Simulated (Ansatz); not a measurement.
**C3H4O (methylketene): PBE/cc-pVDZ**

Aim: the electronic atomisation energy of C3H4O (methylketene) at PBE/cc-pVDZ, from 4 runs. 

Program for the calculation: Ansatz 0.2.0.

35 further runs of the same task are left out: 35 set aside as unsound or not needed.

### Step 1. The system as given

The species is C3H4O (8 atoms), meant as a singlet with charge 0. As SMILES, `CC=C=O`. Geometry: relaxed at PBE0-D4/def2-TZVP.

Bond lengths: C1–C2 1.502 Å, C2–C3 1.308 Å, C3–O4 1.160 Å, C1–H5 1.093 Å, C1–H6 1.093 Å, C1–H7 1.090 Å, C2–H8 1.084 Å. Angles: C1–C2–C3 123.5°, C2–C3–O4 179.9°, C1–C2–H8 121.0°, C3–C2–H8 115.6°, C2–C1–H5 111.1°, C2–C1–H6 111.1°, C2–C1–H7 111.3°, H5–C1–H6 107.9°, H5–C1–H7 107.7°, H6–C1–H7 107.7°.

### Step 2. A single-point energy at PBE/cc-pVDZ

The input, job.yaml:

```yaml
crystal:
  periodic: [false, false, false]
  atoms:
    - symbol: C
      position_ang: [-0.527260, 0.797080, -0.183660]
    - symbol: C
      position_ang: [-0.086970, -0.563690, 0.274760]
    - symbol: C
      position_ang: [1.122630, -1.027770, 0.097370]
    - symbol: O
      position_ang: [2.196540, -1.437400, -0.061070]
    - symbol: H
      position_ang: [-1.351730, 0.723880, -0.897750]
    - symbol: H
      position_ang: [-0.866500, 1.405090, 0.659100]
    - symbol: H
      position_ang: [0.287360, 1.332930, -0.671970]
    - symbol: H
      position_ang: [-0.774070, -1.230150, 0.783200]
basis:
  gaussian:
    orbitals: cc-pVDZ
magnetization:
  spin_polarized: false
  initial_magnetization: 0
hamiltonian:
  xc: pbe
accuracy: high
output: {orbitals: {seedname: orbitals}}
```

Started as:

```
$ ansatz run job.yaml --threads 1 --pin off --max-ram 3480MiB --events-out events.jsonl --progress --plain --runs-dir runs
```

The program printed:

```text
Warning: RAYON_NUM_THREADS=1 ignored (pool sized by the plan → 1); use --threads N
Functional definition: PBE
  name "PBE"
  parameter kappa = 0.804
  parameter beta = 0.06672455060314922
  exchange = pbe_x(kappa = kappa, mu = beta*pi^2/3)
  correlation = pbe_c(beta = beta)
1742 factors; integrals over basis functions are off by at most 3.1e-9 eV
mean field evaluation 1: about -5208.0326 eV, gradient 5.8e1 eV
mean field evaluation 2: about -5194.3760 eV, gradient 9.1e1 eV
mean field evaluation 4: about -5215.8868 eV, gradient 1.3e1 eV
mean field evaluation 8: about -5216.1928 eV, gradient 2.6e-1 eV
mean field evaluation 16: about -5216.1929 eV, gradient 1.1e-5 eV
mean field -5216.19292870 eV, -191.6915544672 hartree, gradient 7.5e-8 eV, S^2 0.000000; 0 other end points of the search recorded, 0 dependent functions left out
reference -5216.19293135 eV, -191.6915545645 hartree; 15, 15 occupied and 61, 61 virtual orbitals, 1742 factors
Total energy: -5216.19293135 eV, -191.6915545645 hartree
```

Run time: 1.6 s. Hardware: 1 thread of AMD EPYC 9R45 (Zen 5), shared host; peak memory 0.2 GiB.

### Step 3. The C atom

The input, run.yaml:

```yaml
crystal:
  periodic: [false, false, false]
  atoms:
    - {symbol: C, position_ang: [0.000000, 0.000000, 0.000000]}
basis:
  gaussian:
    orbitals: cc-pVDZ
magnetization:
  spin_polarized: true
  initial_magnetization: 2
hamiltonian:
  xc: pbe
accuracy: high
```

Run the same way, it converges to -37.78854 Eh (log not shown).

### Step 4. The H atom at the same level

The input, input.yaml:

```yaml
crystal:
  periodic: [false, false, false]
  atoms:
    - {symbol: H, position_ang: [0.000000, 0.000000, 0.000000]}
basis:
  gaussian:
    orbitals: cc-pVDZ
total_charge: 0
magnetization:
  spin_polarized: true
  initial_magnetization: 1
hamiltonian:
  xc: pbe
accuracy: high
```

Started as:

```
$ ansatz run input.yaml --threads 1 --pin off --max-ram 3480MiB --events-out events.jsonl --progress --plain --runs-dir runs
```

The program printed, cut to the lines that bear on the results:

```text
Warning: RAYON_NUM_THREADS=1 ignored (pool sized by the plan → 1); use --threads N
[... 6 set-up lines as earlier in the session ...]
15 factors; integrals over basis functions are off by at most 4.6e-8 eV
mean field evaluation 1: about -13.5665 eV, gradient 4.0e-1 eV
mean field evaluation 2: about -13.5663 eV, gradient 4.0e-1 eV
mean field evaluation 4: about -13.5684 eV, gradient 5.5e-6 eV
mean field evaluation 8: about -13.5684 eV, gradient 1.6e-10 eV
mean field -13.56836056 eV, -0.4986280535 hartree, gradient 1.2e-10 eV, S^2 0.750000; 0 other end points of the search recorded, 0 dependent functions left out
reference -13.56836236 eV, -0.4986281198 hartree; 1, 0 occupied and 4, 5 virtual orbitals, 15 factors
Total energy: -13.56836236 eV, -0.4986281198 hartree
```

Wall time 0.08 s (1 thread of AMD EPYC 9R45 (Zen 5), shared host).

### Step 5. The O atom

The input, molecule.yaml:

```yaml
crystal:
  periodic: [false, false, false]
  atoms:
    - symbol: O
      position_ang: [0.000000, 0.000000, 0.000000]
basis:
  gaussian:
    orbitals: cc-pVDZ
magnetization:
  spin_polarized: true
  initial_magnetization: 2
hamiltonian:
  xc: {name: PBE}
accuracy: high
```

Run the same way, it converges to -74.98142 Eh (log not shown).

### Step 6. What came out

At PBE/cc-pVDZ:

| quantity | value |
| --- | --- |
| molecule: total energy | -191.69155 Eh |
| molecule: HOMO energy | -5.09 eV |
| molecule: LUMO energy | -1.67 eV |
| molecule: HOMO–LUMO gap | 3.42 eV |
| C atom: total energy | -37.78854 Eh |
| C atom: ⟨S²⟩ | 2.002 |
| H atom: total energy | -0.49863 Eh |
| H atom: ⟨S²⟩ | 0.750 |
| O atom: total energy | -74.98142 Eh |
| O atom: ⟨S²⟩ | 2.002 |
| electronic atomisation energy | 36.736 eV |

In words: Taking the molecule apart into free atoms costs 36.74 eV (847 kcal/mol), before zero-point energy and without spin-orbit coupling.
